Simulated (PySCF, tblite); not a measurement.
# AlH4O6Si−, a fragment of a glass network (2-ring): NMR shifts, core binding energies and electronic excitations, part 1 of 2

Aim: the NMR shifts, core binding energies and electronic excitations of `[OH][Al-]1([OH])[O][Si](O)(O)[O]1`. It is drawn as: Al Si, OH ends, O bridges.

Programs: tblite 0.8.0 and PySCF 2.14.0. All values are calculated, for the isolated system unless a continuum is named. Atoms count from 0, parts from 1.

### 1 Starting point

12 atoms, charge -1, multiplicity 1; geometry: distance geometry start.

### 2 Geometry optimisation with GFN2-xTB

Job settings and geometry (Å):

```
{"job": {"kind": "relax", "xc": "GFN2-xTB", "basis": "xTB"}, "charge": -1, "multiplicity": 1}
O      0.174549    -0.776649    -2.303735
Si    -0.025274     0.490653    -1.078029
O     -1.554539     1.330684    -1.070429
O      1.370115     1.632360    -1.074394
Al     1.904727     1.080129     0.640598
O      1.712111     2.409892     1.931977
O      3.530341     0.197388     0.647308
O      0.426175    -0.093015     0.547897
H      0.881089    -1.375719    -2.390792
H     -2.152083     1.460629    -1.842007
H      1.870845     2.357096     2.866057
H      3.833909    -0.484028    -0.002151
```

Method: GFN2-xTB geometry optimisation, gas phase.

Command:

```sh
$ OMP_NUM_THREADS=1 python cluster_run.py task.json out
```

The driver reads the jobs from task.json and runs them one after another.

The program printed:

```text
step      E/eV     max force
  0    -810.29998    3.949
  1    -810.98673    2.142
  2    -811.36022    4.955
  3    -811.67449    1.634
  4    -811.91140    1.015
  5    -812.08459    1.952
  6    -812.16628    0.968
  7    -812.23265    0.725
  8    -812.25159    0.633
  9    -812.30302    0.490
 10    -812.32098    0.439
 11    -812.33556    0.306
 12    -812.34209    0.225
 13    -812.34685    0.314
 14    -812.35348    0.297
 15    -812.35984    0.279
 16    -812.36447    0.192
 17    -812.36681    0.138
 18    -812.36787    0.099
 19    -812.36857    0.081
 20    -812.36906    0.050
 21    -812.36938    0.068
 22    -812.36973    0.074
 23    -812.37009    0.062
 24    -812.37036    0.045
 25    -812.37053    0.036
 26    -812.37071    0.051
 27    -812.37104    0.084
 28    -812.37166    0.117
 29    -812.37254    0.119
 30    -812.37327    0.065
 31    -812.37361    0.039
 32    -812.37378    0.039
 33    -812.37401    0.058
 34    -812.37433    0.070
 35    -812.37470    0.059
 36    -812.37500    0.055
 37    -812.37528    0.052
 38    -812.37555    0.051
 39    -812.37591    0.052
 40    -812.37613    0.032
 41    -812.37628    0.037
 42    -812.37643    0.053
 43    -812.37671    0.063
 44    -812.37711    0.065
 45    -812.37751    0.054
 46    -812.37777    0.070
 47    -812.37796    0.038
 48    -812.37814    0.049
 49    -812.37840    0.038
 50    -812.37872    0.043
 51    -812.37914    0.065
 52    -812.37925    0.208
 53    -812.38053    0.108
 54    -812.38195    0.113
 55    -812.38082    0.599
 56    -812.38487    0.132
 57    -812.38623    0.084
 58    -812.37454    1.267
 59    -812.38918    0.091
 60    -812.39045    0.103
 61    -812.38939    0.817
 62    -812.39336    0.219
 63    -812.39441    0.260
 64    -812.39734    0.682
 65    -812.40010    0.360
 66    -812.40327    0.208
 67    -812.41136    0.254
 68    -812.40795    1.293
 69    -812.42154    0.143
 70    -812.42595    0.165
 71    -812.39222    1.860
 72    -812.42977    0.130
 73    -812.43194    0.161
 74    -812.41916    1.384
 75    -812.43606    0.170
 76    -812.43839    0.206
 77    -812.43314    1.177
 78    -812.44411    0.207
 79    -812.44667    0.217
 80    -812.45030    0.640
 81    -812.45408    0.152
 82    -812.45574    0.068
 83    -812.45762    0.135
 84    -812.45846    0.073
 85    -812.45906    0.073
 86    -812.46063    0.106
 87    -812.46169    0.095
 88    -812.46267    0.103
 89    -812.46378    0.114
 90    -812.46484    0.097
 91    -812.46592    0.064
 92    -812.46648    0.050
 93    -812.46697    0.055
 94    -812.46734    0.052
 95    -812.46766    0.069
 96    -812.46794    0.048
 97    -812.46823    0.051
 98    -812.46847    0.035
 99    -812.46861    0.026
100    -812.46869    0.023
101    -812.46876    0.022
102    -812.46882    0.022
103    -812.46888    0.019
104    -812.46896    0.023
105    -812.46908    0.029
106    -812.46927    0.036
107    -812.46952    0.045
108    -812.46980    0.051
109    -812.47009    0.063
110    -812.47040    0.059
111    -812.47068    0.045
112    -812.47087    0.026
113    -812.47098    0.025
114    -812.47106    0.021
115    -812.47114    0.025
116    -812.47122    0.024
117    -812.47128    0.021
118    -812.47134    0.023
119    -812.47139    0.025
120    -812.47144    0.022
121    -812.47149    0.016
122    -812.47152    0.016
123    -812.47154    0.015
124    -812.47157    0.013
125    -812.47162    0.016
126    -812.47169    0.024
127    -812.47178    0.028
128    -812.47188    0.025
129    -812.47194    0.012
130    -812.47198    0.011
131    -812.47199    0.013
132    -812.47201    0.013
133    -812.47203    0.013
134    -812.47204    0.010
135    -812.47205    0.007
```

Wall time 1.3 s (1 thread of Arm Neoverse V2, shared host).

Along the way:

```
step  energy from step 0 (eV)  largest force (eV/Å)
   0                   0.0000                3.9491
   5                  -1.7846                1.9525
  10                  -2.0210                0.4385
  15                  -2.0599                0.2795
  20                  -2.0691                0.0495
  25                  -2.0706                0.0361
  30                  -2.0733                0.0652
  35                  -2.0747                0.0589
  40                  -2.0761                0.0316
  45                  -2.0775                0.0536
  50                  -2.0787                0.0431
  55                  -2.0808                0.5987
  60                  -2.0905                0.1035
  65                  -2.1001                0.3601
  70                  -2.1260                0.1649
  75                  -2.1361                0.1707
  80                  -2.1503                0.6397
  85                  -2.1591                0.0732
  90                  -2.1649                0.0978
  95                  -2.1677                0.0688
 100                  -2.1687                0.0231
 105                  -2.1691                0.0292
 110                  -2.1704                0.0587
 115                  -2.1712                0.0245
 120                  -2.1715                0.0212
 125                  -2.1716                0.0157
 130                  -2.1720                0.0116
 135                  -2.1721                0.0071
```

Close pairs (by a distance rule), those that changed most:

```
   bond  before (Å)  after (Å)  change (Å)
Si1–Al4       2.651      2.433      -0.218
 Si1–O3       1.803      1.617      -0.186
 Al4–O5       1.864      1.694      -0.169
 Si1–O7       1.786      1.617      -0.169
 Al4–O6       1.850      1.692      -0.158
 O0–Si1       1.774      1.659      -0.115
 Si1–O2       1.745      1.644      -0.101
 O6–H11       0.989      0.947      -0.042
```

### 3 Relaxing the molecule at PBE0-D3(BJ)/def2-SVP

Job settings and geometry (Å):

```
{"job": {"xc": "PBE0", "basis": "def2-SVP", "d3": "d3bj", "grid": 2, "kind": "geom", "shake": 0.01}, "charge": -1, "multiplicity": 1}
O     -0.948355    -1.120783    -1.905233
Si    -0.876722    -0.075632    -0.609511
O     -2.373983     0.635836    -0.640348
O      0.407240     0.959515    -0.701255
Al     0.996532     0.253404     0.902223
O      0.937200     1.356402     2.205038
O      2.467398    -0.585788     0.760710
O     -0.491858    -0.822787     0.769223
H     -0.165075    -1.583718    -1.999827
H     -2.869784     0.306549    -1.352307
H      0.181003     1.884920     2.432062
H      2.774895    -1.235502     0.156226
```

The program printed:

```text
step   0  E = -984.89143164  max force = 0.052887
step   1  E = -984.90064306  max force = 0.007430
step   2  E = -984.90132635  max force = 0.004766
step   3  E = -984.90158407  max force = 0.001489
step   4  E = -984.90160622  max force = 0.000952
step   5  E = -984.90161258  max force = 0.000317
optimisation converged
```

Wall time 62 s (1 thread of Arm Neoverse V2, shared host); peak memory 0.71 GiB.

Along the way:

```
step  energy from step 0 (eV)  largest force component (eV/Å)
   0                   0.0000                          2.7196
   1                  -0.2507                          0.3821
   2                  -0.2692                          0.2451
   3                  -0.2763                          0.0766
   4                  -0.2769                          0.0490
   5                  -0.2770                          0.0163
```

Distances of close pairs at the start and the end, largest changes first:

```
   bond  before (Å)  after (Å)  change (Å)
 Al4–O6       1.699      1.748      +0.049
  O0–H8       0.915      0.960      +0.046
 Al4–O5       1.708      1.745      +0.037
  O2–H9       0.928      0.961      +0.033
 Si1–O7       1.615      1.641      +0.026
Si1–Al4       2.430      2.455      +0.026
 O0–Si1       1.666      1.687      +0.021
 O6–H11       0.939      0.958      +0.019
```

The final coordinates are the input of the step that follows.

```
                         at the end point                value
rotational constants (GHz, main isotopes)  2.796, 1.042, 0.889
```

### 4 Nuclear shieldings: PBE0/aug-pcSseg-1

Job settings and geometry (Å):

```
{"job": {"kind": "nmr", "xc": "PBE0", "basis": "aug-pcSseg-1"}, "charge": -1, "multiplicity": 1}
O     -0.986711    -1.115719    -1.988520
Si    -0.859667    -0.092017    -0.653705
O     -2.369168     0.627684    -0.699804
O      0.416838     0.938173    -0.695726
Al     1.002095     0.251097     0.909753
O      1.000132     1.346100     2.268534
O      2.557449    -0.545593     0.863756
O     -0.474721    -0.840534     0.754873
H     -0.180668    -1.623551    -2.109667
H     -2.867693     0.278568    -1.443165
H      0.174492     1.820139     2.380143
H      2.676822    -1.147523     0.128486
```

Level: GIAO PBE0/aug-pcSseg-1 NMR shielding, non-relativistic, gas phase.

The program printed:

```text
coarse grid: 12248 points
cycle   1  E = -984.7923728686  dE =  1.123e+00  |g| = 1.707e+00  |ddm| = 5.991e+00
cycle   2  E = -983.9456656992  dE =  8.467e-01  |g| = 2.709e+00  |ddm| = 4.785e+00
cycle   3  E = -985.3154762607  dE = -1.370e+00  |g| = 1.655e-01  |ddm| = 3.116e+00
cycle   4  E = -985.3183572509  dE = -2.881e-03  |g| = 1.179e-01  |ddm| = 3.026e-01
cycle   5  E = -985.3206907636  dE = -2.334e-03  |g| = 8.114e-03  |ddm| = 1.200e-01
cycle   6  E = -985.3207007400  dE = -9.976e-06  |g| = 2.496e-03  |ddm| = 1.539e-02
final grid: 112552 points
cycle   7  E = -985.4234343214  dE = -1.850e-05  |g| = 1.379e-02  |ddm| = 5.578e-02
cycle   8  E = -985.4233936655  dE =  4.066e-05  |g| = 2.068e-02  |ddm| = 3.317e-02
cycle   9  E = -985.4234651223  dE = -7.146e-05  |g| = 9.560e-04  |ddm| = 2.056e-02
cycle  10  E = -985.4234652751  dE = -1.528e-07  |g| = 3.516e-04  |ddm| = 1.515e-03
cycle  11  E = -985.4234652949  dE = -1.974e-08  |g| = 9.451e-05  |ddm| = 4.673e-04
cycle  12  E = -985.4234652964  dE = -1.517e-09  |g| = 3.568e-05  |ddm| = 1.453e-04
cycle  13  E = -985.4234652966  dE = -2.119e-10  |g| = 9.567e-06  |ddm| = 4.646e-05
converged SCF energy = -985.4234652966

GIAO shielding tensors (ppm)
atom      isotropic    diamagn.    paramagn.     s11        s22        s33       span
  0 O      270.717     408.240    -137.523    236.749    259.148    316.255     79.506
  1 Si     405.815     870.279    -464.464    385.741    403.517    428.187     42.445
  2 O      281.376     410.566    -129.190    249.400    269.833    324.895     75.494
  3 O      212.229     423.310    -211.081    188.127    191.311    257.250     69.123
  4 Al     491.204     806.852    -315.648    445.286    488.370    539.958     94.672
  5 O      315.041     387.074     -72.033    291.140    309.339    344.644     53.504
  6 O      314.266     386.460     -72.194    288.744    308.920    345.135     56.391
  7 O      212.335     423.249    -210.914    188.204    191.281    257.520     69.316
  8 H       31.026      38.671      -7.645     22.703     27.223     43.152     20.449
  9 H       30.677      33.237      -2.560     21.924     27.196     42.912     20.988
 10 H       32.461      34.170      -1.709     24.005     28.380     44.998     20.993
 11 H       32.761      34.586      -1.825     24.358     28.704     45.221     20.863
```

Run time: 47 s. Hardware: 1 thread of Arm Neoverse V2, shared host; peak memory 1.1 GiB.

No reference compound was run at this level, so shieldings alone are listed. Atoms listed in one row are averaged.

```
 atoms                         environment  σ (ppm)
    H9  hydrogen on an oxygen bonded to Si    30.68
    H8  hydrogen on an oxygen bonded to Si    31.03
   H10  hydrogen on an oxygen bonded to Al    32.46
   H11  hydrogen on an oxygen bonded to Al    32.76
O3, O7             oxygen bonded to Al, Si    212.3
    O0              oxygen bonded to Si, H    270.7
    O2              oxygen bonded to Si, H    281.4
    O6              oxygen bonded to Al, H    314.3
    O5              oxygen bonded to Al, H    315.0
   Si1                                        405.8
   Al4                                        491.2
```

Charges from the same density, by scheme (e):

```
 atoms    IAO  Hirshfeld  ESP fit
    O0  -0.83      -0.35    -0.81
   Si1   1.63       0.46     1.28
    O2  -0.82      -0.34    -0.75
O3, O7  -0.98      -0.45    -0.91
   Al4   1.30       0.48     1.35
    O5  -0.87      -0.43    -0.87
    O6  -0.87      -0.43    -0.84
```

Mulliken charges and Mayer bond orders break down with diffuse functions, so they are left out here.

With diffuse functions Mulliken charges and Mayer bond orders lose their meaning; the other schemes are steadier.

Ring of atoms Si1, O3, Al4, O7: NICS(0) -9.4, NICS(1) -2.8, NICS(1)zz -0.9 ppm (means of both faces).

Orbitals, density, ELF and potential are computed afterwards from the orbital file.

Frontier orbitals at PBE0/aug-pcSseg-1, with the share of their density that lies nearest to each atom:

```
orbital  energy (eV)                                         lies on
   HOMO        -3.54  O3, O7 about 34 % each; O5, O6 about 11 % each
   LUMO         2.37                      H8 32 %; H9 21 %; H11 16 %
```

ELF in a plane through or near 10 of the atoms.

Ten even steps from ' ' (0.00) to '@' (0.99):
```
                                                        
                                                        
                                                        
                ..--::                                  
            ..::**%%##==        --****--                
        ..==++**@@@@%%**      ..##@@@@##--::..          
        ::**%%%%##%%**--        **%%@@%%**++--          
        ::**%%++--%%++::        --****..%%%%==..        
        ..--**##%%**..    ..::..--##%%++%%##==          
              ....--####  ::::::**----==::..            
              ..  ++**%%  ::::++++**....                
        ..==**##%%==      ::::    ::%%##%%@@%%--        
        ::**%%**--%%++..    ....==##**--@@@@%%++        
        --**%%##**%%++::        ==##%%####**==          
        ::==++**@@@@##==        --**%%%%**::            
          ....--%%%%##--        ..::====--..            
                --++::                ..                
                                                        
                                                        
                                                        
```
The map spans 11.2 Å across and 9.8 Å up, centred on the molecule. Atoms in the plane (x, y in Å): O0 (2.2, 1.1), Si1 (1.1, -0.1), O2 (2.1, -1.4), Al4 (-1.4, -0.1), O5 (-2.4, -1.4), O6 (-2.4, 1.4), H8 (1.8, 2.0), H9 (3.0, -1.1), H10 (-2.0, -2.3), H11 (-1.9, 2.2).

On the surface of density 0.002 e/bohr³ the electrostatic potential runs, from the 1st to the 99th percentile, from -5.48 V near O3 to -1.08 V near H8.

(Continued in part 2 of 2.)
